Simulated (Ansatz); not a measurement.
# HfNH (triplet): the correlation ladder, def2-TZVPP

An exercise on one series of results from a longer session: the logs are not shown, and one member is left open.

The runs use Ansatz 0.2.0, Gaussian basis; def2-TZVPP, core rule «outside noble gas», up to 5 orbitals frozen.

Plan: UHF; ROHF; CCSD(T) on UHF.

2 further runs of the same task are left out: 2 set aside as unsound or not needed.

**What is computed**

The geometry is a PBE0/def2-TZVP stationary point (not a proven minimum) of the parent state, kept for this charge and spin. No spin-orbit coupling is included. Elements past krypton take def2 core potentials.

3 atoms, charge 0, spin multiplicity 3.

Atoms are counted from 1 here; the program's logs count them from 0.

Bond lengths: Hf1–N2 1.777 Å, N2–H3 1.009 Å. Angles: Hf1–N2–H3 180.0°.

Coordinates:

```xyz
3
HHfN
Hf    0.00000    0.00000    1.52083
N     0.00000    0.00000   -0.25587
H     0.00000    0.00000   -1.26496
```

The first run:

The input, in.yaml:

```yaml
crystal:
  periodic: [false, false, false]
  atoms:
    - {symbol: Hf, position_ang: [0.000000, 0.000000, 1.520826]}
    - {symbol: N, position_ang: [0.000000, 0.000000, -0.255871]}
    - {symbol: H, position_ang: [0.000000, 0.000000, -1.264955]}
basis:
  gaussian: {orbitals: def2-TZVPP}
magnetization: {spin_polarized: true, initial_magnetization: 2}
hamiltonian: {xc: hf}
output: {orbitals: {seedname: orbitals}}
```

Run with:

```console
$ ansatz run in.yaml --threads 1 --pin off --events-out ev --progress --plain --max-ram 4096MiB --backend cpu
```

Among the steps run: UHF; ROHF; CCSD(T) on UHF.

One table of the session follows, with a row left open; its other results are not shown here.

It belongs to the step «Misses and costs». 

```
  method  from UCCSD(T) (meV)
    ROHF              +8423.6
     UHF                    ?
    UMP2               +461.3
   UCCSD               +474.9
UCCSD(T)                    0
```

Estimate the missing values for UHF.

The run gave: from UCCSD(T) (meV): +8317.9. In the column «from UCCSD(T) (meV)» it lies between UCCSD (+474.9) and ROHF (+8423.6).
